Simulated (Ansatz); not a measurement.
# CH3FGe: up Jacob's ladder to CCSD(T)

One table from this session's results is given with a row withheld; the runs are named, their logs left out.

Method: functionals in def2-TZVPP, the program's frozen cores in correlated methods; program: Ansatz 0.2.0, Gaussian basis.

The runs, in order: LDA (SPW92), PBE-D4, revPBE-D4, BLYP-D4, r2SCAN-D4, B97M-V, PBE0-D4, B3LYP-D4, r2SCANh-D4, r2SCAN0-D4, HSE06-D4, BHLYP-D4, CAM-B3LYP-D4, LC-ωPBE, ωB97X-V, ωB97M-V, B2PLYP, PBE-QIDH; CCSD(T)/def2-SVP; CCSD(T)/def2-TZVPP; MP2/def2-QZVPP; extrapolation to the limit; RPA on PBE.

### Structure used throughout

The geometry comes from an earlier relaxation with PBE0-D4 in a triple-zeta def2 set; it is a stationary point.

SMILES `[CH3][Ge][F]`, 6 atoms, charge 0, spin multiplicity 1.

Atoms are counted from 1 here; the program's logs count them from 0.

Bond lengths: C1–Ge2 1.981 Å, C1–H4 1.092 Å, C1–H5 1.095 Å, C1–H6 1.095 Å, Ge2–F3 1.766 Å. Angles: Ge2–C1–H4 112.8°, Ge2–C1–H5 108.9°, Ge2–C1–H6 109.0°, H4–C1–H5 109.4°, H4–C1–H6 109.5°, H5–C1–H6 107.1°, C1–Ge2–F3 95.0°.

Geometry (Å):

```
atom    x (Å)    y (Å)    z (Å)
  C1  -0.2973   0.4503  -0.1978
 Ge2   1.3627  -0.2490   0.6276
  F3   0.8520  -1.9394   0.5920
  H4  -0.2827   1.5342  -0.3263
  H5  -1.1504   0.1704   0.4294
  H6  -0.4421  -0.0304  -1.1710
```

Set-up of the first run:

Contents of in.yaml:

```yaml
crystal:
  periodic: [false, false, false]
  atoms:
    - {symbol: C, position_ang: [-0.297305, 0.450260, -0.197845]}
    - {symbol: Ge, position_ang: [1.362668, -0.249004, 0.627624]}
    - {symbol: F, position_ang: [0.852022, -1.939409, 0.592026]}
    - {symbol: H, position_ang: [-0.282741, 1.534173, -0.326265]}
    - {symbol: H, position_ang: [-1.150401, 0.170359, 0.429403]}
    - {symbol: H, position_ang: [-0.442144, -0.030379, -1.171042]}
basis:
  gaussian: {orbitals: def2-TZVPP}
hamiltonian: {xc: lda}
output: {orbitals: {seedname: orbitals}}
```

Among the steps run: LDA; PBE-D4 (GGA); revPBE-D4 (GGA); BLYP-D4 (GGA); r2SCAN-D4 (meta-GGA); B97M-V (meta-GGA); PBE0-D4 (hybrid); B3LYP-D4 (hybrid); r2SCANh-D4 (hybrid); r2SCAN0-D4 (hybrid); HSE06-D4 (hybrid); BHLYP-D4 (hybrid); CAM-B3LYP-D4 (range-separated); LC-ωPBE-D4 (range-separated; the results give it without D4); ωB97X-V (range-separated); ωB97M-V (range-separated); B2PLYP (double hybrid); PBE-QIDH (double hybrid).

One table of the session follows, with a row left open; its other results are not shown here.

It belongs to the step «Frontier levels by functional». 

```
  functional  HOMO (eV)  LUMO (eV)  gap (eV)
 LDA (SPW92)      -5.89      -3.41      2.48
      PBE-D4      -5.72      -3.16      2.56
   revPBE-D4      -5.66      -3.06      2.59
     BLYP-D4      -5.61      -3.10      2.51
   r2SCAN-D4      -5.99      -3.08      2.90
      B97M-V      -5.99      -3.03      2.96
     PBE0-D4      -6.85      -2.35      4.50
    B3LYP-D4      -6.68      -2.62      4.06
  r2SCANh-D4          ?          ?         ?
  r2SCAN0-D4      -7.03      -2.32      4.71
    HSE06-D4      -6.45      -2.73      3.72
    BHLYP-D4      -7.87      -1.52      6.35
CAM-B3LYP-D4      -8.16      -1.33      6.83
     LC-ωPBE      -9.42      -0.12      9.31
     ωB97X-V      -9.09      -0.24      8.85
     ωB97M-V      -8.99      -0.36      8.63
```

Q: Estimate the row for r2SCANh-D4 from the others.

Worked estimate for «HOMO (eV)». Against the share of exact exchange, r2SCAN-D4 (0, -5.99), r2SCAN0-D4 (0.25, -7.03) give a slope of -4.16 per unit share; at 0.1 the line stands at -6.41.

As computed: HOMO (eV): -6.41; LUMO (eV): -2.78; gap (eV): 3.63. In «HOMO (eV)» the line misses by 0.00.
